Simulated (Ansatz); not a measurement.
# CsPbBr3: the cost of one run

Program: Ansatz 0.2.0. Level of theory: DFT PBEsol, scalar-relativistic, plane waves, PAW. These are calculated values, not measurements.

**1. Starting point**

The structure is cubic, space group Pm-3m (No. 221). Conventional cell: a = 6.003 Å, b = 6.003 Å, c = 6.003 Å, α = 90.00°, β = 90.00°, γ = 90.00°. Around Cs (site symmetry m-3m) lie 12 Br at 4.24 Å. Around Pb (site symmetry m-3m) lie 6 Br at 3.00 Å. Br (site symmetry 4/mmm) is surrounded by 2 Pb at 3.00 Å and 4 Cs at 4.24 Å.

Coordinates:

```cif
data_structure
_symmetry_space_group_name_H-M 'Pm-3m'
_symmetry_Int_Tables_number 221
_cell_length_a 6.0027
_cell_length_b 6.0027
_cell_length_c 6.0027
_cell_angle_alpha 90.000
_cell_angle_beta 90.000
_cell_angle_gamma 90.000
_cell_volume 216.29
loop_
_atom_site_label
_atom_site_type_symbol
_atom_site_symmetry_multiplicity
_atom_site_Wyckoff_symbol
_atom_site_fract_x
_atom_site_fract_y
_atom_site_fract_z
_atom_site_occupancy
Cs1 Cs 1 a 0.00000 0.00000 0.00000 1
Pb1 Pb 1 b 0.50000 0.50000 0.50000 1
Br1 Br 3 c 0.00000 0.50000 0.50000 1
```

This cell was relaxed beforehand with the same method: volume 43.26 Å³/atom, gap on the mesh 1.78 eV.

**2. Relaxing with PBEsol**

input.yaml reads:

```yaml
crystal:
  lattice:
    - [6.0027199607, 0.0, 0.0]
    - [0.0, 6.0027199607, 0.0]
    - [0.0, 0.0, 6.0027199607]
  atoms:
    - { symbol: Cs, position: [0.0, 0.0, 0.0] }
    - { symbol: Pb, position: [0.5, 0.5, 0.5] }
    - { symbol: Br, position: [0.0, 0.5, 0.5] }
    - { symbol: Br, position: [0.5, 0.0, 0.5] }
    - { symbol: Br, position: [0.5, 0.5, 0.0] }
basis:
  ecutwfc: 420
kpoints:
  mp_grid: { grid: [6, 6, 6] }
hamiltonian:
  xc: pbesol
scf:
  occupations: { method: gaussian, width: 0.02 }
output:
  forces: true
  stress: true
  eigenvalues: true
relax:
  adjacent_minimum: "off"
  f_tol: 0.005
  max_steps: 50
  cell: { stress_tol: 0.05 }
```

Run with:

```
$ ansatz run input.yaml --threads 2 --pin off --max-ram 5120MiB --backend cpu --events-out ev --progress --plain --runs-dir out
```

**Question.** How long does this run take on 2 threads of Arm Neoverse V2, shared host, and how much memory does it need?

About 16 s, with a peak of 0.52 GiB.
